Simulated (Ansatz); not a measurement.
# PtRh3 (I4/mmm) in Ansatz: reference runs

Aim: a first look at PtRh3 with PBEsol, on the cell as given and on a disturbed one.

Program: Ansatz 0.2.0. These are calculated values, not measurements. Logs are shortened: lines on timing, memory, paths and dates and some standing lists are left out, and cuts for length are marked.

## Step 1: Starting point

Symmetry: I4/mmm, No. 139, tetragonal system. The conventional cell has a = 3.838 Å, b = 3.838 Å, c = 7.689 Å, α = 90.00°, β = 90.00°, γ = 90.00°. Around Pt (site symmetry 4/mmm) lie 12 Rh at 2.71 to 2.72 Å. Rh (site symmetry 4/mmm) is surrounded by 4 Pt at 2.71 Å and 8 Rh at 2.72 Å. Around Rh (site symmetry -4m2) lie 8 Rh at 2.71 to 2.72 Å and 4 Pt at 2.72 Å.

The cell comes from a database or a generator and needn't be the stable form of this composition.

## Step 2: Single point, PBEsol

Input file input.yaml:

```yaml
crystal:
  lattice:
    - [-1.9191582, 1.9191582, 3.84464319]
    - [1.9191582, -1.9191582, 3.84464319]
    - [1.9191582, 1.9191582, -3.84464319]
  atoms:
    - { symbol: Pt, position: [0.0, 0.0, 0.0] }
    - { symbol: Rh, position: [0.5, 0.5, 0.0] }
    - { symbol: Rh, position: [0.25, 0.75, 0.5] }
    - { symbol: Rh, position: [0.75, 0.25, 0.5] }
kpoints:
  mp_grid: { grid: [10, 10, 10] }
scf:
  occupations: { method: fermi_dirac, width: 0.05 }
hamiltonian:
  xc: pbesol
  pseudopotentials: { kind: all_electron, lapw: { basis_error: 0.001 } }
output:
  forces: true
  stress: true
  eigenvalues: true
  populations: true
```

Potentials or basis: all-electron LAPW, scalar-relativistic.

Started as:

```sh
> ansatz run input.yaml --threads 2 --pin off --max-ram 8192MiB --backend cpu --events-out ev --progress --plain --runs-dir out
```

The program printed:

```text
Warning: RAYON_NUM_THREADS=2 ignored (pool sized by the plan → 2); use --threads N
Pt: projections on atomic orbitals take those of the free atom 1s2 2s2 2p6 3s2 3p6 3d10 4s2 4p6 4d10 4f14 5s2 5p6 5d9 6s1, of charge +0.00 (hamiltonian.pseudopotentials.projection_atoms)
Rh: projections on atomic orbitals take those of the free atom 1s2 2s2 2p6 3s2 3p6 3d10 4s2 4p6 4d8 5s1, of charge +0.00 (hamiltonian.pseudopotentials.projection_atoms)
LAPW: plane waves up to 8.533 Å⁻¹, error target 1.0e-3 eV per atom; small_component_spin mean_spin; Rh in spheres of 1.343 Å, 27 of its electrons in bands, Dirac shells []; Pt in spheres of 1.371 Å, 42 of its electrons in bands, Dirac shells [] (how accurate: hamiltonian.pseudopotentials.lapw.basis_error, Limitations)
Engine: ansatz 0.2.0, aarch64-unknown-linux-gnu
Pseudopotentials: kind: all_electron
Pseudopotential: Pt, LAPW, valence charge 42, lapw/all_electron/scalar/gaussian/Pt, Koelling and Harmon's equation, gaussian nucleus
Pseudopotential: Rh, LAPW, valence charge 27, lapw/all_electron/scalar/gaussian/Rh, Koelling and Harmon's equation, gaussian nucleus
Functional definition: PBEsol
  exchange = pbesol_x
  correlation = pbesol_c
Crystal: 4 atoms, lattice volume = 56.642 Å³
Basis set: ecut = 277.4447212298105 eV, 607 PW (Γ), FFT grids on a1+a3, a2+a3, a3, exchange–correlation at level 2
Bands: 74, of which v1, the nominal top of the filled ones, is band 62 counted from 1 (61 counted from 0)
Symmetry: 16 space group operations
Space group: I4/mmm (ITA 139), of the structure as read, at distance tolerance 3.8e-5 Å
k-points: 102 of 1000
Non-local potential: Pt, projectors of the file, none
Non-local potential: Rh, projectors of the file, none
Initial density: superposition of atomic densities (chi_scale 0.1, normalization cell)
Initial wavefunctions: plane waves of lowest kinetic energy (no species holds an atomic orbital)
Functional: x = pbesol(κ = 0.804, μ = 0.12345679012345678), c = pbesol(β = 0.046)
iter 1 solved again at ethr=7.40e-4 eV; its pass at ethr=1.00e-1 eV (dr2=9.10e-1 eV) is discarded
SCF iter   1: F=—  HF=-891189.916944 eV  |F-HF|=—  |Δ(HF+E_count)|=         —  Δρ=4.28e-2  dr2=9.12e-1  ethr=7.40e-4  ⟨swp⟩=2.7  Hψ=47184  notcnv=0
preconditioner: auto → Kerker (q_TF=auto, 3.105 Å⁻¹)  [metal: Δε(μ)=0.006 eV  Ē_g=11.012 eV  σ=0.050 eV  W_gap=0.03  n_scr=30 (ndim 8)  ℏωp=30.0 eV  f_vac=0.000  D(μ)=4.92/eV (n_scr^D=60)]
SCF iter   2: F=—  HF=-891188.041531 eV  |F-HF|=—  |Δ(HF+E_count)|=    1.88e0  Δρ=1.71e-2  dr2=2.71e-1  ethr=7.40e-4  ⟨swp⟩=2.7  Hψ=23314  notcnv=0
SCF iter   3: F=—  HF=-891187.901598 eV  |F-HF|=—  |Δ(HF+E_count)|=   1.40e-1  Δρ=2.27e-2  dr2=5.97e-1  ethr=2.21e-4  ⟨swp⟩=2.0  Hψ=21917  notcnv=0
SCF iter   4: F=—  HF=-891187.771269 eV  |F-HF|=—  |Δ(HF+E_count)|=   1.30e-1  Δρ=9.82e-3  dr2=8.73e-2  ethr=2.21e-4  ⟨swp⟩=2.0  Hψ=20445  notcnv=0
SCF iter   5: F=—  HF=-891187.762378 eV  |F-HF|=—  |Δ(HF+E_count)|=         —  Δρ=8.23e-3  dr2=5.76e-2  ethr=7.09e-5  ⟨swp⟩=2.0  Hψ=21300  notcnv=0
the basis was enlarged: its passes take 863.6 KiB over the memory plan, 2 of 2 planned eigensolver slots
SCF iter   6: F=—  HF=-891187.749446 eV  |F-HF|=—  |Δ(HF+E_count)|=   1.29e-2  Δρ=3.96e-3  dr2=1.08e-2  ethr=4.68e-5  ⟨swp⟩=2.0  Hψ=20680  notcnv=0
SCF iter   7: F=—  HF=-891187.748878 eV  |F-HF|=—  |Δ(HF+E_count)|=   5.68e-4  Δρ=2.03e-3  dr2=3.55e-3  ethr=8.82e-6  ⟨swp⟩=2.0  Hψ=22046  notcnv=0
iter 8 solved again at ethr=6.73e-8 eV; its pass at ethr=2.89e-6 eV (dr2=8.27e-5 eV) is discarded
SCF iter   8: F=—  HF=-891187.748748 eV  |F-HF|=—  |Δ(HF+E_count)|=   1.30e-4  Δρ=3.93e-4  dr2=8.27e-5  ethr=6.73e-8  ⟨swp⟩=2.0  Hψ=37571  notcnv=0
SCF iter   9: F=—  HF=-891187.748737 eV  |F-HF|=—  |Δ(HF+E_count)|=   1.07e-5  Δρ=1.35e-4  dr2=6.82e-6  ethr=6.72e-8  ⟨swp⟩=2.0  Hψ=22046  notcnv=0
SCF iter  10: F=—  HF=-891187.748738 eV  |F-HF|=—  |Δ(HF+E_count)|=   5.72e-7  Δρ=4.58e-5  dr2=2.38e-6  ethr=5.54e-9  ⟨swp⟩=2.0  Hψ=22048  notcnv=0  defer=1
SCF iter  11: F=—  HF=-891187.748737 eV  |F-HF|=—  |Δ(HF+E_count)|=   3.78e-7  Δρ=1.99e-5  dr2=4.54e-7  ethr=1.94e-9  ⟨swp⟩=2.0  Hψ=22047  notcnv=0
SCF iter  12: F=-891187.748737 eV  HF=-891187.748737 eV  |F-HF|=3.48e-8  |Δ(HF+E_count)|=   6.90e-8  Δρ=6.18e-6  dr2=3.06e-8  ethr=3.69e-10  ⟨swp⟩=2.0  Hψ=22046  notcnv=0
SCF 1 converged in 12 iterations: F = -891187.748737 eV  dr2 = 3.06e-8
SCF converged after 12 iterations
Free energy (F): -891187.748737 eV
Harris-Foulkes:  -891187.748737 eV  (|F-HF|=3.48e-8)
Internal energy: -891187.700339 eV  (E = F + TS)
E sigma→0 (E₀):  -891187.724538 eV
Entropy (-TS):   -0.048398 eV (-12.100 meV/atom)
Fermi energy:    25.444000 eV
--- Per-component energies (eV) ---
  E_band       = -11705.716366
  E_kinetic    = 975299.597975
  E_xc         = -20699.085019
  E_electrostatic = -1845788.213296  (all electrons and nuclei)
  E_smearing   = -0.048398  (= −TS)
  E_closure    = 0.000000  (closes the sum)
  E_atoms      = -891156.265943  (free atoms, spherical and without spin; not in F)
  Σ components = -891187.748737   (vs F -891187.748737, Δ=0.00e0)
  Basis errors (estimates in eV, not in F): energy 2.3e-4 per atom: plane waves 1.9e-4 (9.7e-5 summed), levels above the bands 1.9e-112, relativity 3.7e-8, radial functions 3.7e-5, core shells 3.3e-7; eigenvalues (radial functions only) 2.5e-6; not estimated: angular momenta, meshes, grids; target (lapw.basis_error) 1.0e-3; muffin-tin radii Rh 1.343 Å, Pt 1.371 Å
--- Forces (eV/Å), atoms counted from 1 ---
  atom   1  Pt     0.00000000    -0.00000000    -0.00000000
  atom   2  Rh     0.00000000     0.00000000     0.00000000
  atom   3  Rh    -0.00000000     0.00000000     0.00000000
  atom   4  Rh    -0.00000000    -0.00000000     0.00000000
  max |Σ_I F_I| component: 6.94e-18 eV/Å
--- Stress (GPa, compression-positive) ---
       -5.681823       0.000000       0.000000
        0.000000      -5.681823       0.000000
        0.000000       0.000000      -5.815474
  P = ⅓ Tr σ = -5.7264 GPa (-57.264 kbar)
--- Band table (eV; the first three rows and the last of 102) ---
  k-point 0: bands = ["-278.0759", "-278.0692", "-278.0692", "-278.0360", "-278.0352", "-271.5134", "-271.5134", "-271.5129", "-271.4821", "-271.4800", "-271.4210", "-271.4210", "-271.4210", "-271.4210", "-271.4202", "-271.4202", "-271.3912", "-271.3912", "-271.3885", "-271.3885", "-73.4514", "-53.2811", "-53.1768", "-53.1389", "-42.0342", "-42.0109", "-42.0109", "-42.0055", "-41.9883", "-41.9883", "-41.9881", "-27.6199", "-27.6199", "-27.6129", "-21.3524", "-21.2373", "-21.2373", "-21.1891", "-21.1891", "-21.0600", "-20.9072", "-20.8875", "-20.8875", "16.6609", "18.8854", "19.2221", "19.8850", "20.5024", "21.0321", "21.0321", "21.6168", "21.6168", "22.1606", "22.2691", "22.2691", "23.6992", "24.2277", "24.2791", "24.3696", "25.8491", "26.1700", "26.2751", "26.2751", "26.3884", "28.1403", "34.2385", "34.2385", "34.3395", "34.8797", "34.8797", "36.1158", "37.2636", "37.5386", "38.0731"]
  k-point 1: bands = ["-278.0759", "-278.0692", "-278.0692", "-278.0360", "-278.0352", "-271.5134", "-271.5134", "-271.5129", "-271.4821", "-271.4800", "-271.4210", "-271.4210", "-271.4210", "-271.4210", "-271.4202", "-271.4202", "-271.3912", "-271.3912", "-271.3885", "-271.3885", "-73.4513", "-53.2782", "-53.1765", "-53.1421", "-42.0342", "-42.0109", "-42.0109", "-42.0055", "-41.9883", "-41.9883", "-41.9881", "-27.6206", "-27.6192", "-27.6128", "-21.3583", "-21.2276", "-21.2083", "-21.2044", "-21.1920", "-21.0426", "-20.9224", "-20.9118", "-20.8858", "16.9245", "19.0568", "19.4060", "20.0514", "20.6288", "20.8312", "21.2010", "21.3033", "21.7854", "22.1756", "22.2912", "22.3305", "23.7161", "24.1526", "24.2159", "24.3769", "25.1772", "25.5878", "25.8599", "26.0909", "26.1758", "29.4909", "32.8247", "33.2310", "33.6284", "34.0780", "36.0760", "36.9867", "37.7699", "37.8342", "38.6508"]
  k-point 2: bands = ["-278.0759", "-278.0692", "-278.0692", "-278.0360", "-278.0352", "-271.5134", "-271.5134", "-271.5129", "-271.4821", "-271.4800", "-271.4210", "-271.4210", "-271.4210", "-271.4210", "-271.4202", "-271.4202", "-271.3912", "-271.3912", "-271.3885", "-271.3885", "-73.4513", "-53.2707", "-53.1755", "-53.1504", "-42.0342", "-42.0109", "-42.0109", "-42.0055", "-41.9883", "-41.9883", "-41.9881", "-27.6227", "-27.6184", "-27.6123", "-21.3729", "-21.2462", "-21.2005", "-21.1987", "-21.1177", "-21.0117", "-21.0083", "-20.9262", "-20.8824", "17.6513", "19.4357", "19.9913", "20.3170", "20.5125", "20.6018", "20.9484", "21.5011", "22.1930", "22.2822", "22.5500", "22.5622", "23.3609", "23.7675", "23.8385", "23.8432", "24.4878", "24.9686", "25.5527", "25.7462", "25.8843", "31.3664", "31.4481", "31.8418", "32.1845", "33.6446", "34.6119", "36.8844", "39.9799", "40.2018", "40.3342"]
  k-point 101: bands = ["-278.0759", "-278.0692", "-278.0692", "-278.0360", "-278.0352", "-271.5134", "-271.5134", "-271.5129", "-271.4821", "-271.4800", "-271.4210", "-271.4210", "-271.4210", "-271.4210", "-271.4202", "-271.4202", "-271.3912", "-271.3912", "-271.3885", "-271.3885", "-73.4513", "-53.2519", "-53.2063", "-53.1391", "-42.0342", "-42.0109", "-42.0109", "-42.0055", "-41.9883", "-41.9883", "-41.9881", "-27.6210", "-27.6210", "-27.6071", "-21.3337", "-21.3337", "-21.1448", "-21.1343", "-21.0585", "-21.0585", "-21.0530", "-20.9180", "-20.9180", "18.6127", "18.7363", "19.0517", "19.2374", "19.2374", "19.7301", "20.1562", "20.8891", "22.8984", "23.4008", "23.5938", "23.5938", "23.9680", "23.9680", "24.8341", "25.1819", "25.7885", "25.8988", "26.1663", "26.2696", "26.2696", "26.3852", "28.1701", "28.1701", "36.1135", "37.5062", "37.9538", "38.0448", "38.0448", "38.1013", "43.1372"]
--- Löwdin populations: 4 sites ---
  site symbol       q [e]
     0     Pt     77.7325
     1     Rh     44.9290
     2     Rh     44.9471
     3     Rh     44.9471
  spilling = 0.002086 (of n_electrons = 213.000000)
```

It took 97 s on 2 threads of Arm Neoverse V1, shared host; peak memory 1.2 GiB.

Results:

* Free energy: -891187.7487 eV
* Pressure: -5.7 GPa
* Band gap on the k mesh: none (metal or under the smearing width)

Levels at points of the mesh, in eV from the Fermi level:
```csv
k point,band 58,band 59,band 60,band 61,band 62,band 63,band 64,band 65
"(0.00, 0.00, 0.00)",-1.16,-1.07,0.41,0.73,0.83,0.83,0.94,2.70
"(0.00, 0.00, -0.50)",-1.46,-1.10,0.16,0.34,0.39,0.40,0.43,0.50
"(0.00, -0.50, 0.00)",-1.50,-1.39,-1.35,-1.29,-0.15,0.03,0.44,0.65
"(-0.50, -0.50, -0.50)",-0.61,-0.26,0.34,0.45,0.72,0.83,0.83,0.94
```

Spin-orbit coupling is left out, which matters for the levels of Pt.

## Step 3: Equation of state, PBEsol

Potentials or basis: all-electron LAPW, scalar-relativistic.

This step only gathers the single runs of the series.

Results:

- Equilibrium volume: 13.87 Å³/atom
- Bulk modulus at fixed shape and positions: 294 GPa
- Pressure derivative of the bulk modulus: 5.2

Energy against volume, from the lowest point:
```csv
volume (Å³/atom),energy (meV/atom)
13.311,22.69
13.594,5.34
13.877,0.00
14.160,5.26
14.444,19.85
14.727,42.66
15.010,72.68
```

Caveat: the cell was scaled at fixed shape and fractional positions, which overstates the stiffness of a crystal with free parameters, most of all of layers and chains. The run has no spin-orbit coupling, so splittings on Pt are missing.

[end of part 1 of 2]
